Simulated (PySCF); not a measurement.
# C5H3F2N: the cost of one run

Computed with PySCF 2.14.0 and routines of our own; the level stands in each step. Atoms count from 0.

## (1) The starting structure

11 atoms, charge 0, multiplicity 1; geometry from: GFN2-xTB.

## (2) Excited states: TDDFT CAM-B3LYP/def2-SVPD

What the job is given:

```
{"job": {"kind": "states", "xc": "CAM-B3LYP", "basis": "def2-SVPD", "tpa": true, "nstates": 6, "nquad": 5, "ntriplets": 0}, "charge": 0, "multiplicity": 1}
C      2.150502     0.193335    -0.599976
C      1.058808     0.352455     0.139045
F      1.110333     1.047227     1.294496
C     -0.267407    -0.162250    -0.163609
F     -0.333620    -0.853658    -1.309834
C     -1.355731     0.012502     0.602560
C     -2.621388    -0.501385     0.276402
N     -3.661139    -0.913673     0.025699
H      2.111001    -0.358890    -1.520202
H      3.090977     0.612994    -0.292617
H     -1.276911     0.574013     1.522072
```

Method: TDDFT CAM-B3LYP/def2-SVPD excited states, vertical, gas phase, two-photon moments by quadratic response.

Launch:

```sh
$ OMP_NUM_THREADS=1 python excited_run.py task.json out
```

This one command runs all jobs of the session in turn.

Q: Estimate the wall time and peak memory of this first job on 1 thread of AMD EPYC 7B13, shared host.

About 36 s, with a peak of 0.73 GiB.
